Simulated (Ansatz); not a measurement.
Debugging a geometry optimisation of C3H5FSn, SMILES [CH3][SnH]1[CH]=[C]1F (Ansatz 0.2.0 through its Python package).

`c3h5fsn_opt.py`:
```python
'''Minimum-energy structure of C3H5FSn.'''

import ansatz as az
import numpy as np

GEOMETRY = '''
C    -1.55900   -0.74290   -0.06320
Sn    0.30540   -0.31430    0.80170
C     1.79750   -0.10420   -0.52080
C     1.22820    1.15680   -0.31650
F     1.09240    2.45060   -0.67360
H    -1.47180   -1.22370   -1.03490
H    -2.18660   -1.31480    0.62190
H    -2.08880    0.28080   -0.27050
H     0.33470    0.38760    2.45680
H     2.63110   -0.62710   -0.99800
'''

mol = az.Crystal.molecule()
for line in GEOMETRY.strip().splitlines():
    symbol, *xyz = line.split()
    mol = mol.atom(symbol, [float(v) for v in xyz])

setup = mol.basis(gaussian='def2-SVP').functional('hf')
symbols = [site.symbol for site in mol.cartesian_sites]
start = np.array([site.position_ang for site in mol.cartesian_sites], dtype=float)
def progress(event):
    if event['event'] == 'relax_step':
        row = event['data']
        print(f'step {row["step"]:3d}  E = {row["lagrangian_ev"]:.6f} eV  largest force component {row["allowed_force_max_ev_ang"]:.4f} eV/A')


rep = setup.relax(force_tolerance=0.01, max_steps=30).session().plan().execute(on_event=progress).report
end = np.array(rep['positions_ang'])

print('reference energy %16.6f eV' % rep['reference_energy_ev'])
print('total energy     %16.6f eV' % rep['free_energy_ev'])
print('occupied orbitals outside the frozen core (up, down):', rep['n_occupied'], ' frozen:', rep['n_frozen'], ' virtual:', rep['n_virtual'])

print('final positions (A) and the move of each atom')
for symbol, xyz, old in zip(symbols, end, start):
    print(f'{symbol:2s} {xyz[0]:10.5f} {xyz[1]:10.5f} {xyz[2]:10.5f}   {np.linalg.norm(xyz - old):7.4f}')
with open('c3h5fsn_opt.xyz', 'w') as handle:
    handle.write(f'{len(symbols)}\nrelaxed C3H5FSn\n')
    handle.writelines(f'{s:2s} {x:11.6f} {y:11.6f} {z:11.6f}\n' for s, (x, y, z) in zip(symbols, end))
```

`python c3h5fsn_opt.py` gives:
```text
Traceback (most recent call last):
  File "c3h5fsn_opt.py", line 24, in <module>
    setup = mol.basis(gaussian='def2-SVP').functional('hf')
            ^^^^^^^^^
AttributeError: 'Crystal' object has no attribute 'basis'
```

What is wrong, and how is it mended?

The fault: settings are called on the crystal, without .calculation(). The change:

```diff
--- before
+++ after
@@ -23,3 +23,3 @@
 
-setup = mol.basis(gaussian='def2-SVP').functional('hf')
+setup = mol.calculation().basis(gaussian='def2-SVP').functional('hf')
 symbols = [site.symbol for site in mol.cartesian_sites]
@@ -32,3 +32,3 @@
 
-rep = setup.relax(force_tolerance=0.01, max_steps=30).session().plan().execute(on_event=progress).report
+rep = setup.relax(force_tolerance=0.01, max_steps=100).session().plan().execute(on_event=progress).report
 end = np.array(rep['positions_ang'])
```

With that change:

```console
$ python c3h5fsn_opt.py
step   1  E = -11671.970821 eV  largest force component 4.2369 eV/A
step   2  E = -11673.057548 eV  largest force component 1.4462 eV/A
step   3  E = -11673.418658 eV  largest force component 1.0561 eV/A
step   4  E = -11673.537247 eV  largest force component 0.8973 eV/A
step   5  E = -11673.483802 eV  largest force component 1.6225 eV/A
step   6  E = -11673.575113 eV  largest force component 0.0934 eV/A
step   7  E = -11673.582358 eV  largest force component 0.0716 eV/A
step   8  E = -11673.581661 eV  largest force component 0.2855 eV/A
step   9  E = -11673.582837 eV  largest force component 0.1583 eV/A
step  10  E = -11673.587450 eV  largest force component 0.1271 eV/A
step  11  E = -11673.586433 eV  largest force component 0.2736 eV/A
step  12  E = -11673.588553 eV  largest force component 0.1473 eV/A
step  13  E = -11673.590027 eV  largest force component 0.1016 eV/A
step  14  E = -11673.591350 eV  largest force component 0.1315 eV/A
step  15  E = -11673.592562 eV  largest force component 0.0863 eV/A
step  16  E = -11673.593646 eV  largest force component 0.0353 eV/A
step  17  E = -11673.593888 eV  largest force component 0.0962 eV/A
step  18  E = -11673.594317 eV  largest force component 0.0359 eV/A
step  19  E = -11673.594425 eV  largest force component 0.0074 eV/A
step  20  E = -11673.594471 eV  largest force component 0.0025 eV/A
step  21  E = -11673.594484 eV  largest force component 0.0069 eV/A
reference energy    -11673.594484 eV
total energy        -11673.594484 eV
occupied orbitals outside the frozen core (up, down): [27, 27]  frozen: 0  virtual: [80, 80]
final positions (A) and the move of each atom
C    -1.75578   -0.74946   -0.00298    0.2059
Sn    0.09685    0.05868    0.73491    0.4325
C     1.89135    0.01165   -0.39621    0.1943
C     1.36220    1.21959   -0.47091    0.2139
F     1.77595    2.29789   -1.09948    0.8197
H    -1.71358   -0.81087   -1.08952    0.4815
H    -1.91897   -1.74615    0.40793    0.5509
H    -2.58843   -0.10957    0.28981    0.8462
H     0.14961    0.22770    2.43114    0.2459
H     2.78389   -0.45066   -0.80180    0.3049
```

`c3h5fsn_opt.xyz`, as written:
```text
10
relaxed C3H5FSn
C    -1.755776   -0.749462   -0.002983
Sn    0.096852    0.058680    0.734907
C     1.891346    0.011653   -0.396205
C     1.362197    1.219593   -0.470907
F     1.775951    2.297888   -1.099477
H    -1.713576   -0.810873   -1.089522
H    -1.918966   -1.746146    0.407928
H    -2.588432   -0.109573    0.289812
H     0.149613    0.227699    2.431144
H     2.783892   -0.450659   -0.801797
```

What to keep in mind:
- Total energies depend on the basis set; only differences at equal settings carry meaning.
- The end point is the stationary point reached from this start; no frequency run checks that it is a minimum, and the basis set is modest.
- def2 sets replace the cores of elements past krypton by effective core potentials.
- It ran for 60 s on 1 thread of Intel(R) Xeon(R) Platinum 8488C (Sapphire Rapids), with other jobs on the host, peak memory 0.32 GiB.

(Lines on the test bed's own set-up are left out of the output.)
